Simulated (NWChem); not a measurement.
**GaSiH4Cl (SMILES [SiH3][GaH][Cl]) at 4 levels**

Aim: a comparison of 4 runs (HF/STO-3G, HF/3-21G, B3LYP/6-31G*) of GaSiH4Cl. 

The results are computed with NWChem 7.3.0.

### 1 The system as given

The species is GaSiH4Cl (7 atoms), meant as a singlet with charge 0. SMILES: `[SiH3][GaH][Cl]`. Geometry: a GFN2-xTB relaxation, a rough one for these elements and not checked as a minimum.

Bond lengths: Si1–Ga2 2.413 Å, Ga2–Cl3 2.101 Å, Si1–H4 1.474 Å, Si1–H5 1.476 Å, Si1–H6 1.472 Å, Ga2–H7 1.630 Å. Angles: Si1–Ga2–Cl3 125.2°, Si1–Ga2–H7 125.9°, Cl3–Ga2–H7 108.9°, Ga2–Si1–H4 111.6°, Ga2–Si1–H5 108.6°, Ga2–Si1–H6 112.5°, H4–Si1–H5 107.8°, H4–Si1–H6 107.9°, H5–Si1–H6 108.1°.

### 2 Energy and gradient at HF/STO-3G (run 1)

The input, a.nw:

```
start a
memory total 2200 mb

geometry units bohr noautosym nocenter noautoz
 Si    -1.74270543     1.05860568    -0.56899654
 Ga     1.91304535    -1.23363211     0.90746538
 Cl     4.96536878    -2.37650068    -1.35818396
 H     -3.84663201    -0.65709557    -1.19636671
 H     -1.04940271     2.44381272    -2.88776608
 H     -2.66799093     2.90243035     1.29686235
 H      2.42831697    -2.13762040     3.80694776
end

basis "ao basis" spherical bse
 * library STO-3G
end

scf
 thresh 1e-08
 maxiter 80
end

task scf gradient
```

Launch:

```
$ nwchem a.nw > a.out
```

The log of the run:

```text
[...]
  functions       =    40
[...]
  wavefunction    = RHF
[...]
         Total SCF energy =  -2643.452760428698
      One-electron energy =  -4322.197724220317
      Two-electron energy =   1367.253082028443
 Nuclear repulsion energy =    311.491881763177
        Time for solution =      3.6s
[...]
                         RHF ENERGY GRADIENTS
    atom               coordinates                        gradient
                 x          y          z           x          y          z
   1 Si     -1.742705   1.058606  -0.568997    0.002512  -0.005035   0.010383
   2 Ga      1.913045  -1.233632   0.907465   -0.016659   0.018244  -0.038159
   3 Cl      4.965369  -2.376501  -1.358184    0.025936  -0.010121  -0.017113
   4 H      -3.846632  -0.657096  -1.196367   -0.021324  -0.014926  -0.007034
   5 H      -1.049403   2.443813  -2.887766    0.008890   0.012551  -0.022995
   6 H      -2.667991   2.902430   1.296862   -0.010164   0.017901   0.015896
   7 H       2.428317  -2.137620   3.806948    0.010809  -0.018614   0.059022
[...]
```

Run time: 5.1 s. Hardware: 1 thread of AMD EPYC 9R45 (Zen 5), shared host; peak memory 0.1 GiB.

### 3 Energy and gradient at HF/3-21G (run 2)

The input, clgah4si.nw:

```
start clgah4si
title "ClGaH4Si"
memory stack 880 mb heap 220 mb global 1100 mb
geometry units bohr noautosym nocenter noautoz
   Si -1.74270543  1.05860568 -0.56899654
   Ga  1.91304535 -1.23363211  0.90746538
   Cl  4.96536878 -2.37650068 -1.35818396
   H  -3.84663201 -0.65709557 -1.19636671
   H  -1.04940271  2.44381272 -2.88776608
   H  -2.66799093  2.90243035  1.29686235
   H   2.42831697 -2.13762040  3.80694776
end
basis spherical bse
   Si library 3-21G
   Ga library 3-21G
   Cl library 3-21G
   H library 3-21G
end
scf
   thresh 1e-08
   maxiter 80
end
task scf gradient
```

Launch:

```
$ nwchem clgah4si.nw > clgah4si.out
```

The log of the run:

```text
[...]
  functions       =    56
[...]
  wavefunction    = RHF
[...]
         Total SCF energy =  -2660.889424300573
      One-electron energy =  -4330.064320690886
      Two-electron energy =   1357.683014627137
 Nuclear repulsion energy =    311.491881763177
        Time for solution =      1.7s
[...]
                         RHF ENERGY GRADIENTS
    atom               coordinates                        gradient
                 x          y          z           x          y          z
   1 Si     -1.742705   1.058606  -0.568997    0.001303  -0.002689   0.007765
   2 Ga      1.913045  -1.233632   0.907465    0.028801  -0.004180  -0.051003
   3 Cl      4.965369  -2.376501  -1.358184   -0.037116   0.012829   0.032997
   4 H      -3.846632  -0.657096  -1.196367    0.003140   0.005215   0.000461
   5 H      -1.049403   2.443813  -2.887766   -0.000445  -0.003190   0.004223
   6 H      -2.667991   2.902430   1.296862   -0.000315  -0.003100  -0.005992
   7 H       2.428317  -2.137620   3.806948    0.004633  -0.004886   0.011548
[...]
```

It took 3.3 s on 1 thread of AMD EPYC 9R45 (Zen 5), shared host; peak memory 0.1 GiB.

Run 3 isn't shown in full; the table further down has it.

### 4 Energy and forces at B3LYP/6-31G(d) (Cartesian functions) (run 4)

The input, mol.nw:

```
start mol
memory total 2200 mb
geometry units bohr noautosym nocenter noautoz
Si -1.74270543  1.05860568 -0.56899654
Ga  1.91304535 -1.23363211  0.90746538
Cl  4.96536878 -2.37650068 -1.35818396
H  -3.84663201 -0.65709557 -1.19636671
H  -1.04940271  2.44381272 -2.88776608
H  -2.66799093  2.90243035  1.29686235
H   2.42831697 -2.13762040  3.80694776
end
basis
Si library 6-31G*
Ga library 6-31G*
Cl library 6-31G*
H library 6-31G*
end
dft
xc b3lyp
mult 1
grid xfine
convergence energy 1e-08
iterations 100
mulliken
noprint "final vectors analysis"
end
task dft gradient
```

Launch:

```
$ nwchem mol.nw > mol.out
```

The log of the run:

```text
[...]
          Wavefunction type:  closed shell.
          No. of atoms     :     7
          No. of electrons :    66
[...]
          Charge           :     0
          Spin multiplicity:     1
[...]
          AO basis - number of functions:    81
[...]
              XC Information
              --------------
                         B3LYP Method XC Potential
                     Hartree-Fock (Exact) Exchange  0.200
                        Slater Exchange Functional  0.800 local
                    Becke 1988 Exchange Functional  0.720 non-local
              Lee-Yang-Parr Correlation Functional  0.810
                  VWN I RPA Correlation Functional  0.190 local
[...]
 d= 0,ls=0.0,diis     1  -2676.7184947568 -2.99D+03  1.61D-02  9.27D-01     2.1
[...]
 d= 0,ls=0.0,diis     8  -2676.7683400363  2.41D-09  8.61D-06  3.95D-07    12.8
         Total DFT energy =    -2676.768340036273
      One electron energy =    -4343.135802910489
           Coulomb energy =     1480.635280770935
    Exchange-Corr. energy =     -125.759699659896
 Nuclear repulsion energy =      311.491881763177
[...]
      Total Density - Mulliken Population Analysis
     ---------------------------------------------
    Atom       Charge   Shell Charges
 -----------   ------   -------------------------------------------------------
    1 Si  14    13.75   2.00  1.99  5.96  1.05  1.98  0.23  0.43  0.10
    2 Ga  31    31.00   2.00  1.99  6.00  1.95  5.99  1.38  1.48  0.05  0.08  6.86  2.95  0.27
    3 Cl  17    17.13   2.00  1.99  5.97  1.46  3.63  0.51  1.60 -0.03
    4 H    1     1.05   0.51  0.54
    5 H    1     1.05   0.51  0.54
    6 H    1     1.05   0.51  0.54
    7 H    1     0.98   0.47  0.51
[...]
  wavefunction    = closed shell
                         DFT ENERGY GRADIENTS
    atom               coordinates                        gradient
                 x          y          z           x          y          z
   1 Si     -1.742705   1.058606  -0.568997   -0.003974  -0.000476   0.006337
   2 Ga      1.913045  -1.233632   0.907465    0.016119  -0.000767  -0.033943
   3 Cl      4.965369  -2.376501  -1.358184   -0.018528   0.006037   0.018271
   4 H      -3.846632  -0.657096  -1.196367    0.003185   0.004775   0.000312
   5 H      -1.049403   2.443813  -2.887766   -0.000217  -0.002771   0.004014
   6 H      -2.667991   2.902430   1.296862    0.000424  -0.002901  -0.005753
   7 H       2.428317  -2.137620   3.806948    0.002991  -0.003898   0.010762
[...]
```

Wall time 21 s (1 thread of AMD EPYC 9R45 (Zen 5), shared host); peak memory 0.14 GiB.

### 5 Overview of the runs

| run | level | iteration cap | module | energy (Eh) | dipole moment (D) | HOMO energy (eV) | LUMO energy (eV) | wall time |
| --- | --- | --- | --- | --- | --- | --- | --- | --- |
| 1 | HF/STO-3G | 80 | scf | -2643.452760 | 2.82 | -7.72 | 4.02 | 5.1 s |
| 2 | HF/3-21G | 80 | scf | -2660.889424 | 2.75 | -10.51 | 0.57 | 3.3 s |
| 3 | B3LYP/6-31G* (spherical functions) | 100 | dft | -2676.758874 | 1.96 | -7.53 | -2.23 | 21 s |
| 4 | B3LYP/6-31G* (Cartesian functions) | 100 | dft | -2676.768340 | 1.96 | – | – | 21 s |

### 6 What came out

| quantity | value |
| --- | --- |
| run 4: total energy | -2676.76834 Eh |
| run 4: dipole moment | 1.96 D |
| run 4: largest force on an atom | 1.933 eV/Å |

The dipole moment (its size) runs from 1.96 D (B3LYP/6-31G*) to 2.82 D (HF/STO-3G). The two ends differ in method and basis. Over runs 1, 2, 3 the HOMO–LUMO gap runs from 5.30 eV (B3LYP/6-31G*) to 11.74 eV (HF/STO-3G). In run 1 the basis is minimal, so the values are rough. All runs together took 51 s, the longest 21 s.
